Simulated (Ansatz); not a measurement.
# C₂H₃BO: vertical ionisation energy

One table from this session's results is given with a row withheld; the runs are named, their logs left out.

The runs use Ansatz 0.2.0, Gaussian basis; unrestricted cation, the program's frozen cores in correlated methods.

Levels to be run: UKS PBE-D4/def2-TZVPP; UKS r2SCAN-D4/def2-TZVPP; UKS PBE0-D4/def2-TZVPP; UKS B3LYP-D4/def2-TZVPP; UKS wB97X-V/def2-TZVPP; UKS wB97M-V/def2-TZVPP; UKS B2PLYP/def2-TZVPP; UHF-CCSD(T)/def2-TZVPP; UHF-MP2/def2-QZVPP; extrapolation to the limit; then −ε(HOMO) from the neutral's earlier runs with LDA (SPW92), PBE-D4, revPBE-D4, BLYP-D4, r2SCAN-D4, B97M-V, PBE0-D4, B3LYP-D4, r2SCANh-D4, r2SCAN0-D4, HSE06-D4, BHLYP-D4, CAM-B3LYP-D4, LC-ωPBE, ωB97X-V, ωB97M-V.

## The geometry

All runs share one geometry, relaxed beforehand with PBE0-D4 in a triple-zeta def2 set.

SMILES `B1C=CO1`, 7 atoms, charge 0, spin multiplicity 1.

Atoms are counted from 1 here; the program's logs count them from 0.

Bond lengths: B1–C2 1.531 Å, B1–O4 1.432 Å, B1–H5 1.190 Å, C2–C3 1.346 Å, C2–H6 1.076 Å, C3–O4 1.395 Å, C3–H7 1.088 Å. Angles: C2–B1–O4 94.6°, C2–B1–H5 138.4°, O4–B1–H5 124.3°, B1–C2–C3 76.2°, B1–C2–H6 143.7°, C3–C2–H6 129.8°, C2–C3–O4 105.3°, C2–C3–H7 136.1°, O4–C3–H7 117.7°, B1–O4–C3 78.2°.

The first run:

Input file in.yaml:

```yaml
crystal:
  periodic: [false, false, false]
  atoms:
    - {symbol: B, position_ang: [-0.802513, 0.329214, -0.470610]}
    - {symbol: C, position_ang: [0.009087, 0.310041, 0.827356]}
    - {symbol: C, position_ang: [0.560594, -0.672418, 0.090575]}
    - {symbol: O, position_ang: [-0.388578, -0.976995, -0.884954]}
    - {symbol: H, position_ang: [-1.315916, 1.128602, -1.186943]}
    - {symbol: H, position_ang: [0.451401, 0.935355, 1.583789]}
    - {symbol: H, position_ang: [1.547225, -1.121698, -0.004912]}
basis:
  gaussian: {orbitals: def2-TZVPP}
total_charge: 1
magnetization: {spin_polarized: true, initial_magnetization: 1}
hamiltonian: {xc: pbe, dispersion: d4}
```

Run with:

```
> ansatz run in.yaml --threads 2 --pin off --events-out ev --progress --plain --max-ram 4352MiB
```

Among the steps run: Cation, UKS PBE-D4/def2-TZVPP; Cation, UKS r2SCAN-D4/def2-TZVPP; Cation, UKS PBE0-D4/def2-TZVPP; Cation, UKS B3LYP-D4/def2-TZVPP; Cation, UKS wB97X-V/def2-TZVPP; Cation, UKS wB97M-V/def2-TZVPP; Cation, UKS B2PLYP (frozen core)/def2-TZVPP; Cation, UHF-CCSD(T)/def2-TZVPP; Cation, UHF-MP2/def2-QZVPP.

One table of the session follows, with a row left open; its other results are not shown here.

It belongs to the step «Ionisation energies side by side». For comparison, −ε(HOMO) of the neutral from earlier runs:

```
  functional  −ε(HOMO) (eV)
 LDA (SPW92)           6.09
      PBE-D4           5.90
   revPBE-D4           5.84
     BLYP-D4           5.76
   r2SCAN-D4           6.12
      B97M-V           6.17
     PBE0-D4           7.15
    B3LYP-D4           6.92
  r2SCANh-D4           6.59
  r2SCAN0-D4           7.31
    HSE06-D4           6.75
    BHLYP-D4              ?
CAM-B3LYP-D4           8.50
     LC-ωPBE           9.86
     ωB97X-V           9.49
     ωB97M-V           9.42
```

Q: Estimate the row for BHLYP-D4 from the others.

Worked estimate for «−ε(HOMO) (eV)». Against the share of exact exchange, BLYP-D4 (0, 5.76), B3LYP-D4 (0.2, 6.92) give a slope of 5.80 per unit share; at 0.5 the line stands at 8.66.

As computed: −ε(HOMO) (eV): 8.26. In «−ε(HOMO) (eV)» the line misses by +0.40.
